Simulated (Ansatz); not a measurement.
**SnH₅S+ (SMILES [SH2+][SnH3]): one structure at several levels**

One table from this session's results is given with a row withheld; the runs are named, their logs left out.

Method: single points in def2-TZVPP; program: Ansatz 0.2.0, Gaussian basis.

Cores are frozen in the correlated methods. Filled d shells of the heavier atoms are correlated. Core potentials replace the inner electrons past krypton, and spin-orbit coupling is left out.

## The system as given

7 atoms, charge 1, spin multiplicity 1.

Atoms are counted from 1 here; the program's logs count them from 0.

Bond lengths: S1–Sn2 2.522 Å, S1–H3 1.158 Å, S1–H4 1.609 Å, Sn2–H5 1.622 Å, Sn2–H6 1.529 Å, Sn2–H7 1.756 Å. Angles: Sn2–S1–H3 117.7°, Sn2–S1–H4 105.0°, H3–S1–H4 83.7°, S1–Sn2–H5 87.5°, S1–Sn2–H6 100.5°, S1–Sn2–H7 99.4°, H5–Sn2–H6 116.7°, H5–Sn2–H7 113.7°, H6–Sn2–H7 126.1°.

As a file:

```xyz
7
charge 1, multiplicity 1
S     0.2202   -1.2605    0.5873
Sn    0.0859    1.1823   -0.0241
H    -0.7742   -1.8264    0.7638
H     0.2095   -2.0417   -0.8189
H    -1.0911    0.7824   -1.0667
H    -0.3531    1.7809    1.3125
H     1.6598    1.3777   -0.7773
```

Set-up of the first run:

Input file run/in.yaml:

```yaml
crystal:
  periodic: [false, false, false]
  atoms:
    - {symbol: S, position_ang: [0.220200, -1.260500, 0.587300]}
    - {symbol: Sn, position_ang: [0.085900, 1.182300, -0.024100]}
    - {symbol: H, position_ang: [-0.774200, -1.826400, 0.763800]}
    - {symbol: H, position_ang: [0.209500, -2.041700, -0.818900]}
    - {symbol: H, position_ang: [-1.091100, 0.782400, -1.066700]}
    - {symbol: H, position_ang: [-0.353100, 1.780900, 1.312500]}
    - {symbol: H, position_ang: [1.659800, 1.377700, -0.777300]}
basis:
  gaussian: {orbitals: def2-TZVPP}
total_charge: 1
correlation: {method: ccsd_t}
output: {forces: true}
```

The command line of these runs was not kept.

Steps of the session up to this table: CCSD(T)/def2-TZVPP; PBE0-D4/def2-TZVPP; wB97M-V/def2-TZVPP; r2SCAN-D4/def2-TZVPP; PBE-D4/def2-TZVPP; HSE06-D4/def2-TZVPP; r2SCAN0-D4/def2-TZVPP.

One table of the session follows, with a row left open; its other results are not shown here.

| method | RMS force component (eV/Å) | angle to CCSD(T) forces (°) |
| --- | --- | --- |
| CCSD(T) | 2.904 | reference |
| PBE0-D4 | 2.962 | 1.1 |
| wB97M-V | 2.914 | 0.9 |
| r2SCAN-D4 | ? | ? |
| PBE-D4 | 2.977 | 3.4 |
| HSE06-D4 | 2.960 | 1.1 |
| r2SCAN0-D4 | 2.932 | 1.2 |

Estimate the missing values for r2SCAN-D4.

As computed: RMS force component (eV/Å): 2.938; angle to CCSD(T) forces (°): 1.0. In the column «RMS force component (eV/Å)» it lies between r2SCAN0-D4 (2.932) and HSE06-D4 (2.960).
